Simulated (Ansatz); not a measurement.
# TaN: the cost of one run

Program: Ansatz 0.2.0. Level of theory: DFT PBEsol, scalar-relativistic. These are calculated values, not measurements.

## 1. The system as given

The structure is hexagonal, space group P-62m (No. 189). The conventional cell has a = 5.196 Å, b = 5.196 Å, c = 2.911 Å, α = 90.00°, β = 90.00°, γ = 120.00°. Ta (site symmetry -6) is surrounded by 6 N at 2.16 Å. Around Ta (site symmetry -62m) lie 3 N at 2.04 Å. N (site symmetry m2m) is surrounded by 5 Ta at 2.04 to 2.16 Å.

Structure file:

```cif
data_structure
_symmetry_space_group_name_H-M 'P 1'
_symmetry_Int_Tables_number 1
_cell_length_a 5.1960
_cell_length_b 5.1960
_cell_length_c 2.9110
_cell_angle_alpha 90.000
_cell_angle_beta 90.000
_cell_angle_gamma 120.000
_cell_volume 68.06
loop_
_atom_site_label
_atom_site_type_symbol
_atom_site_fract_x
_atom_site_fract_y
_atom_site_fract_z
_atom_site_occupancy
Ta1 Ta 0.33333 0.66667 0.50000 1
Ta2 Ta 0.66667 0.33333 0.50000 1
Ta3 Ta 0.00000 0.00000 0.00000 1
N1 N 0.39285 0.00000 0.00000 1
N2 N 0.60715 0.60715 0.00000 1
N3 N 0.00000 0.39285 0.00000 1
```

Atoms are numbered in the order of the input: Ta1, Ta2, Ta3, N4, N5, N6.

## 2. Volume × 0.96, LAPW

Contents of input.yaml:

```yaml
crystal:
  lattice:
    - [5.1257760305, 0.0, 0.0]
    - [-2.5628880152, 4.4390522565, 0.0]
    - [0.0, 0.0, 2.8716573394]
  atoms:
    - { symbol: Ta, position: [0.3333333333, 0.6666666667, 0.5] }
    - { symbol: Ta, position: [0.6666666667, 0.3333333333, 0.5] }
    - { symbol: Ta, position: [0.0, 0.0, 0.0] }
    - { symbol: "N", position: [0.39285, 0.0, 0.0] }
    - { symbol: "N", position: [0.60715, 0.60715, 0.0] }
    - { symbol: "N", position: [0.0, 0.39285, 0.0] }
kpoints:
  mp_grid: { grid: [6, 6, 9] }
  band_path:
    path:
      - [0.0, 0.0, 0.0]
      - [0.5, 0.0, 0.0]
      - [0.3333333333, 0.3333333333, 0.0]
      - [0.0, 0.0, 0.0]
      - [0.0, 0.0, 0.5]
      - [0.5, 0.0, 0.5]
      - [0.3333333333, 0.3333333333, 0.5]
      - [0.0, 0.0, 0.5]
      - [0.5, 0.0, 0.5]
    npoints: 5
scf:
  occupations: { method: fermi_dirac, width: 0.01 }
hamiltonian:
  xc: pbesol
  pseudopotentials: { kind: all_electron, lapw: { basis_error: 0.001 } }
output:
  forces: true
  stress: true
  eigenvalues: true
```

Command:

```bash
ansatz run input.yaml --threads 2 --pin off --max-ram 8192MiB --backend cpu --events-out ev --progress --plain --runs-dir out
```

What time and memory should one allow on 2 threads of Arm Neoverse V1, shared host?

About 3.4 min, with a peak of 0.88 GiB.
